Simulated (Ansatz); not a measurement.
# Cl2H2SSn: the cost of one run

Program: Ansatz 0.2.0, Gaussian basis. Level of theory: the settings change from run to run. These are calculated values, not measurements.

## Step 1: The relaxed structure

The structure was relaxed beforehand with PBE0-D4 in a triple-zeta def2 set. Sn takes a core potential in def2 sets; no spin-orbit term is included.

SMILES `[SH][SnH]([Cl])[Cl]`, 6 atoms, charge 0, spin multiplicity 1.

Atoms are counted from 1 here; the program's logs count them from 0.

Bond lengths: S1–Sn2 2.375 Å, S1–H5 1.345 Å, Sn2–Cl3 2.316 Å, Sn2–Cl4 2.309 Å, Sn2–H6 1.697 Å. Angles: Sn2–S1–H5 92.1°, S1–Sn2–Cl3 108.8°, S1–Sn2–Cl4 105.5°, S1–Sn2–H6 117.2°, Cl3–Sn2–Cl4 108.3°, Cl3–Sn2–H6 107.7°, Cl4–Sn2–H6 109.2°.

As a file:

```csv
atom,x (Å),y (Å),z (Å)
S1,-0.28589,0.52541,-1.85389
Sn2,0.24665,-0.31405,0.30341
Cl3,-1.28010,0.52795,1.82804
Cl4,-0.05055,-2.59951,0.16877
H5,-0.39034,1.78464,-1.39162
H6,1.80242,0.01145,0.89909
```

## Step 2: B3LYP5/def2-mTZVPP

This run has high accuracy.

Input file in.yaml:

```yaml
crystal:
  periodic: [false, false, false]
  atoms:
    - {symbol: S, position_ang: [-0.285886, 0.525413, -1.853891]}
    - {symbol: Sn, position_ang: [0.246652, -0.314047, 0.303414]}
    - {symbol: Cl, position_ang: [-1.280104, 0.527948, 1.828044]}
    - {symbol: Cl, position_ang: [-0.050546, -2.599509, 0.168767]}
    - {symbol: H, position_ang: [-0.390337, 1.784643, -1.391624]}
    - {symbol: H, position_ang: [1.802422, 0.011453, 0.899089]}
basis:
  gaussian: {orbitals: def2-mTZVPP}
hamiltonian: {xc: {name: B3LYP5}}
accuracy: high
```

Started as:

```bash
> ansatz run in.yaml --threads 2 --pin off --events-out ev --progress --plain --max-ram 32768MiB --backend cpu
```

Q: Estimate wall time and peak memory on 2 threads of AMD EPYC 7R13, shared host.

About 15 s, with a peak of 0.64 GiB.
